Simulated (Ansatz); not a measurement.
# Hf3Br: the cost of one run

Method: DFT PBE, scalar-relativistic, plane waves, PAW, in Ansatz 0.2.0.

### 1 The system as given

The structure is cubic, space group Im-3m (No. 229). Conventional cell: a = 5.788 Å, b = 5.788 Å, c = 5.788 Å, α = 90.00°, β = 90.00°, γ = 90.00°. Hf (site symmetry 4/mmm) has 4 Hf at 2.89 Å and 2 Br at 2.89 Å as nearest neighbours. Around Br (site symmetry m-3m) lie 6 Hf at 2.89 Å.

Coordinates:

```
CELL_PARAMETERS angstrom
-2.89375 2.89375 2.89375
2.89375 -2.89375 2.89375
2.89375 2.89375 -2.89375
ATOMIC_POSITIONS crystal
Hf 0.00000 0.50000 0.50000
Hf 0.50000 0.00000 0.50000
Hf 0.50000 0.50000 0.00000
Br 0.00000 0.00000 0.00000
```

A structure generator made this guess: random cell by space group and Wyckoff sites (Im-3m, No. 229). The dimensions are guesses.

### 2 Probe: one point on a coarse mesh

The input, input.yaml:

```yaml
crystal:
  lattice:
    - [-2.89375483, 2.89375483, 2.89375483]
    - [2.89375483, -2.89375483, 2.89375483]
    - [2.89375483, 2.89375483, -2.89375483]
  atoms:
    - { symbol: Hf, position: [0.0, 0.5, 0.5] }
    - { symbol: Hf, position: [0.5, 0.0, 0.5] }
    - { symbol: Hf, position: [0.5, 0.5, 0.0] }
    - { symbol: Br, position: [0.0, 0.0, 0.0] }
basis:
  ecutwfc: 420
kpoints:
  mp_grid: { grid: [4, 4, 4] }
hamiltonian:
  xc: pbe
scf:
  occupations: { method: gaussian, width: 0.1 }
  lower_state_search: "off"
output:
  forces: true
  stress: true
  eigenvalues: true
```

Run with:

```sh
$ ansatz run input.yaml --threads 1 --pin off --max-ram 2560MiB --backend cpu --events-out ev --progress --plain --runs-dir out
```

What time and memory should one allow on 1 thread of Intel Xeon Platinum 8488C (Sapphire Rapids), shared host?

About 1.8 s, with a peak of 0.4 GiB.
